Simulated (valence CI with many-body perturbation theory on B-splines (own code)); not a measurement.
# Levels and ionisation energy of Os³⁷⁺

Aim: the low levels of Os³⁷⁺, its ionisation energy, and how pure its levels are, set against NIST.

The numbers are computed with an in-house CI+MBPT code version 3 (configuration interaction of the valence electrons, many-body perturbation theory for a frozen closed Dirac-Fock core, no-pair Dirac Hamiltonian, B-spline basis), except any that are marked as measured or tabulated.

## 1. What is computed

* element: osmium (Z = 76, A = 192)
* charge: +37
* frozen core: [Kr]
* start configuration of the valence electrons: 4d3
* nuclear rms radius: 5.4126 fm

## 2. The calculation

Settings, as recorded:

```ini
atom Os  Z=76  mass_number=192  rms_radius_fm=5.4126
core [Kr]
valence 4d3
avg = 1
basis = L
breit = 1
cap = 40000
capref = 1200
cscale = 1
de = 0.0
dress = 0
eps = 2e-08
h = 0.27
hh = 1
l2 = 3
lcore = 6
maxit = 60
n2 = 5
natural = 1
nlev = 60
nno = [6, 6, 7, 6, 4, 3, 1]
nroot = 26
nsp = [3, 3, 3, 2, 1, 0, 0]
pt2 = 1
qed = 1
rpa = 1
s1 = 1
s2 = 1
s3 = 1
screen = 1
tol = 2e-05
```

Run with:

```
$ python run_cv.py task.json out
```

task.json holds these settings.

What does the calculation give? Wanted: for each run, computed; tabulated.

The runs gave:

| quantity | computed | tabulated |
| --- | --- | --- |
| lowest level | 4d3 ⁴F 3/2 | 4d3 ⁴F3/2 |
| first excitation | 4d3 ⁴F 5/2, 143623 cm⁻¹ | - |
| ionisation energy, to 4d2 ³F J = 2 | 1662.3 eV | 1660 ± 4 eV (tabulated theoretical) |
| hyperfine A/(μ/I) of the lowest level | 30521 MHz | - |
| no level missing from the run's list below | 1060131 cm⁻¹ | - |

What this shows: The ionisation energy is 2.3 eV (0.14 %) above the NIST entry, whose uncertainty is 4 eV. Of the added terms Σ1 moves the ionisation energy most, by +2.84 eV. The lowest level is 100 % 4d3, but only 48 % ⁴F beside 37 % ²D, so its LS name says little. Cautions: by estimate large intervals hold to a few tenths of a per cent, small ones and the rates on them less well; only levels of one parity were solved.
